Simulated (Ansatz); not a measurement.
**SiH3F3 (built from SMILES F[SiH](F)F.[H][H]): a reaction path by the nudged elastic band**

Aim: the minimum-energy path between two given structures and its highest point. Both ends were relaxed at PBE0-D4 in triple zeta.

Method: PBE0-D4/def2-SVP; program: Ansatz 0.2.0, Gaussian basis.

23 further runs of the same task are left out: 1 that didn't finish, 22 set aside as unsound or not needed.

### Step 1. The system as given

The first end: 7 atoms, charge 0, spin multiplicity 1.

Atoms are counted from 1 here; the program's logs count them from 0.

Bond lengths: Si1–F2 1.573 Å, Si1–F3 1.573 Å, Si1–F4 1.573 Å, Si1–H5 1.461 Å, H6–H7 0.746 Å. Angles: F2–Si1–F3 108.4°, F2–Si1–F4 108.4°, F2–Si1–H5 110.5°, F3–Si1–F4 108.4°, F3–Si1–H5 110.5°, F4–Si1–H5 110.6°.

Geometry (Å):

```xyz
7
F3H3Si
Si    0.19303    0.94359   -0.32343
F     1.51413    0.13855   -0.03879
F    -0.67153    0.12890   -1.35458
F    -0.61626    1.05929    1.02000
H     0.50459    2.27041   -0.85070
H    -0.14603   -2.26844    0.97235
H    -0.77793   -2.27229    0.57515
```

The second end:

```mol
F3H3Si
  3D, bonds by distance, orders not assigned

  7  5  0  0  0  0  0  0  0  0999 V2000
   -0.6405    0.2409   -0.6060 Si  0  0
    2.0387   -0.9407    1.2663 F   0  0
   -1.9930    1.0243   -0.8542 F   0  0
   -0.2820    0.4233    0.9462 F   0  0
    0.4323    0.8686   -1.3940 H   0  0
    1.3056   -0.4234    1.4948 H   0  0
   -0.8611   -1.1930   -0.8531 H   0  0
  1  3  8  0
  1  4  8  0
  1  5  8  0
  1  7  8  0
  2  6  8  0
M  END
```

### Step 2. The band at PBE0-D4/def2-SVP

Contents of neb/in.yaml:

```yaml
crystal:
  periodic: [false, false, false]
  atoms:
    - {symbol: Si, position_ang: [0.193034, 0.943587, -0.323431]}
    - {symbol: F, position_ang: [1.514128, 0.138552, -0.038785]}
    - {symbol: F, position_ang: [-0.671529, 0.128898, -1.354583]}
    - {symbol: F, position_ang: [-0.616262, 1.059289, 1.020002]}
    - {symbol: H, position_ang: [0.504590, 2.270409, -0.850702]}
    - {symbol: H, position_ang: [-0.146031, -2.268442, 0.972348]}
    - {symbol: H, position_ang: [-0.777929, -2.272292, 0.575150]}
basis:
  gaussian: {orbitals: def2-SVP}
hamiltonian: {xc: pbe0, dispersion: d4}
neb:
  images: 5
  climbing: true
  max_iterations: 40
  initial_path: idpp
  final_atoms:
    - {symbol: Si, position_ang: [-0.640457, 0.240920, -0.605993]}
    - {symbol: F, position_ang: [2.038722, -0.940729, 1.266342]}
    - {symbol: F, position_ang: [-1.993030, 1.024278, -0.854245]}
    - {symbol: F, position_ang: [-0.282043, 0.423335, 0.946236]}
    - {symbol: H, position_ang: [0.432295, 0.868625, -1.394025]}
    - {symbol: H, position_ang: [1.305569, -0.423434, 1.494777]}
    - {symbol: H, position_ang: [-0.861057, -1.192995, -0.853091]}
```

Command:

```console
ansatz run in.yaml --threads 2 --pin off --events-out ev --progress --plain --max-ram 4352MiB
```

What does the calculation give? Wanted: from earlier runs: barrier over the separately found saddle, CCSD(T)/def2-TZVPP.

As calculated:

| quantity | value |
| --- | --- |
| PBE0-D4/def2-SVP, 24 iterations | highest 210.4 kJ/mol (image 3), last end +101.4 kJ/mol |
| from earlier runs: barrier over the separately found saddle, CCSD(T)/def2-TZVPP | 266.1 kJ/mol |

**Reading.** The highest image lies 210.4 kJ/mol above the first end, and it climbed, so it estimates the saddle. The ends are not quite minima at this level (largest force component 1.01 eV/Å), so the heights are unreliable: relaxing the first end would lower it and raise the barrier above it. The highest image is 55.6 kJ/mol below the CCSD(T) barrier in triple zeta, which comes from separate runs on the saddle.
